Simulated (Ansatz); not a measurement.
# Sn2Bi2S: from a guess to a relaxed structure

Where does this trial cell of Sn2Bi2S go when cell and atoms are let free?

Program: Ansatz 0.2.0. Level of theory: DFT PBE, scalar-relativistic, plane waves, PAW. These are calculated values, not measurements.

## Step 1: The structure to begin with

Symmetry: P4/mmm, No. 123, tetragonal system. Conventional cell: a = 4.471 Å, b = 4.471 Å, c = 7.176 Å, α = 90.00°, β = 90.00°, γ = 90.00°. Sn (site symmetry mmm) has 2 S at 2.24 Å in its first shell of neighbours. Bi (site symmetry 4mm) has 1 Bi at 2.37 Å and 1 S at 2.40 Å in its first shell of neighbours. S (site symmetry 4/mmm) is surrounded by 4 Sn at 2.24 Å and 2 Bi at 2.40 Å.

Coordinates:

```cif
data_structure
_symmetry_space_group_name_H-M 'P4/mmm'
_symmetry_Int_Tables_number 123
_cell_length_a 4.4713
_cell_length_b 4.4713
_cell_length_c 7.1762
_cell_angle_alpha 90.000
_cell_angle_beta 90.000
_cell_angle_gamma 90.000
_cell_volume 143.47
loop_
_atom_site_label
_atom_site_type_symbol
_atom_site_symmetry_multiplicity
_atom_site_Wyckoff_symbol
_atom_site_fract_x
_atom_site_fract_y
_atom_site_fract_z
_atom_site_occupancy
Sn1 Sn 2 f 0.50000 0.00000 0.00000 1
Bi1 Bi 2 h 0.50000 0.50000 0.66496 1
S1 S 1 c 0.50000 0.50000 0.00000 1
```

The cell is invented: random cell by space group and Wyckoff sites (P4/mmm, No. 123). Lengths come from tabulated atomic sizes and are only a guess.

## Step 2: A first look at the guess

Contents of input.yaml:

```yaml
crystal:
  lattice:
    - [4.47125515, 0.0, 0.0]
    - [0.0, 4.47125515, 0.0]
    - [0.0, 0.0, 7.17618526]
  atoms:
    - { symbol: Sn, position: [0.5, 0.0, 0.0] }
    - { symbol: Sn, position: [0.0, 0.5, 0.0] }
    - { symbol: Bi, position: [0.5, 0.5, 0.66496087] }
    - { symbol: Bi, position: [0.5, 0.5, 0.33503913] }
    - { symbol: S, position: [0.5, 0.5, 0.0] }
basis:
  ecutwfc: 420
kpoints:
  mp_grid: { grid: [4, 4, 4] }
hamiltonian:
  xc: pbe
scf:
  occupations: { method: gaussian, width: 0.1 }
  lower_state_search: "off"
output:
  forces: true
  stress: true
  eigenvalues: true
```

Launch:

```bash
> ansatz run input.yaml --threads 1 --pin off --max-ram 2560MiB --backend cpu --events-out ev --progress --plain --runs-dir out
```

Further runs follow: rough relaxation on the coarse mesh; relaxation on the finer mesh.

Q: Predict the outcome of this session. Wanted: conventional cell; volume; energy over the elements, grey Sn; gap on the mesh.

As calculated:

```
                              quantity                                                                      value
symmetry at the end (tolerance 0.05 Å)                                               space group P4/mmm (No. 123)
                     conventional cell  a = 5.438 Å, b = 5.438 Å, c = 8.415 Å, α = 90.00°, β = 90.00°, γ = 90.00°
                                volume                                                              49.77 Å³/atom
     energy over the elements, grey Sn                                                              +0.63 eV/atom
                       gap on the mesh                                                               none (metal)
```

The space group P4/mmm (No. 123) is kept, and the volume per atom grows by 73.4 % from the first guess. With a positive formation energy it can't be a ground state. No finished test with a distortion of lower symmetry is shown, so the end may be a saddle point. The runs treat Bi without spin-orbit coupling.
